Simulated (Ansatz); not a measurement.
# FH5NPSi: up Jacob's ladder to CCSD(T)

An exercise on one series of results from a longer session: the logs are not shown, and one member is left open.

Method: functionals in def2-TZVPP, the program's frozen cores in correlated methods; program: Ansatz 0.2.0, Gaussian basis.

Plan: LDA (SPW92), PBE-D4, revPBE-D4, BLYP-D4, r2SCAN-D4, B97M-V, PBE0-D4, B3LYP-D4, r2SCANh-D4, r2SCAN0-D4, HSE06-D4, BHLYP-D4, CAM-B3LYP-D4, LC-ωPBE, ωB97X-V, ωB97M-V, B2PLYP, PBE-QIDH; CCSD(T)/def2-SVP; CCSD(T)/def2-TZVPP; MP2/def2-QZVPP; extrapolation to the limit; RPA on PBE.

### The geometry

An earlier PBE0-D4 in a triple-zeta def2 set relaxation fixed the geometry.

SMILES `F[SiH2]NP`, 9 atoms, charge 0, spin multiplicity 1.

Atoms are counted from 1 here; the program's logs count them from 0.

Bond lengths: F1–Si2 1.600 Å, Si2–N3 1.708 Å, Si2–H5 1.481 Å, Si2–H6 1.478 Å, N3–P4 1.717 Å, N3–H7 1.008 Å, P4–H8 1.422 Å, P4–H9 1.424 Å. Angles: F1–Si2–N3 112.3°, F1–Si2–H5 107.1°, F1–Si2–H6 106.0°, N3–Si2–H5 108.5°, N3–Si2–H6 109.0°, H5–Si2–H6 114.1°, Si2–N3–P4 127.8°, Si2–N3–H7 118.8°, P4–N3–H7 112.8°, N3–P4–H8 99.4°, N3–P4–H9 100.9°, H8–P4–H9 92.6°.

The first run:

Contents of in.yaml:

```yaml
crystal:
  periodic: [false, false, false]
  atoms:
    - {symbol: F, position_ang: [-1.177646, 1.605201, -0.844540]}
    - {symbol: Si, position_ang: [0.273733, 0.987265, -0.576473]}
    - {symbol: N, position_ang: [0.234385, -0.712271, -0.415831]}
    - {symbol: P, position_ang: [-0.336115, -1.631049, 0.917189]}
    - {symbol: H, position_ang: [1.114935, 1.328898, -1.746004]}
    - {symbol: H, position_ang: [0.739289, 1.580149, 0.695329]}
    - {symbol: H, position_ang: [0.436502, -1.280585, -1.223242]}
    - {symbol: H, position_ang: [0.357771, -0.969560, 1.967769]}
    - {symbol: H, position_ang: [-1.554355, -0.954249, 1.208703]}
basis:
  gaussian: {orbitals: def2-TZVPP}
hamiltonian: {xc: lda}
output: {orbitals: {seedname: orbitals}}
```

Run with:

```console
> ansatz run in.yaml --threads 2 --pin off --events-out ev --progress --plain --max-ram 4352MiB
```

Steps of the session up to this table: LDA; PBE-D4 (GGA); revPBE-D4 (GGA); BLYP-D4 (GGA); r2SCAN-D4 (meta-GGA); B97M-V (meta-GGA); B3LYP-D4 (hybrid); r2SCANh-D4 (hybrid); r2SCAN0-D4 (hybrid); HSE06-D4 (hybrid); BHLYP-D4 (hybrid); CAM-B3LYP-D4 (range-separated); LC-ωPBE (range-separated); ωB97X-V (range-separated); ωB97M-V (range-separated); B2PLYP (double hybrid); PBE-QIDH (double hybrid).

One of the session's tables, all rows but one given; the rest of the session is left out.

```
  functional  HOMO (eV)  gap (eV)
 LDA (SPW92)      -6.46      5.24
      PBE-D4      -6.37      5.37
   revPBE-D4      -6.32      5.43
     BLYP-D4      -6.24      5.36
   r2SCAN-D4      -6.60      5.96
      B97M-V      -6.73      5.91
     PBE0-D4      -7.54      7.45
    B3LYP-D4      -7.34      7.01
  r2SCANh-D4      -7.04      6.71
  r2SCAN0-D4      -7.69      7.82
    HSE06-D4      -7.14      6.67
    BHLYP-D4      -8.62      9.40
CAM-B3LYP-D4      -8.88      9.80
     LC-ωPBE     -10.25     12.39
     ωB97X-V      -9.89     11.86
     ωB97M-V          ?         ?
```

Q: Estimate the row for ωB97M-V from the others.

The run gave: HOMO (eV): -9.75; gap (eV): 11.40. In the column «HOMO (eV)» it lies between ωB97X-V (-9.89) and CAM-B3LYP-D4 (-8.88).
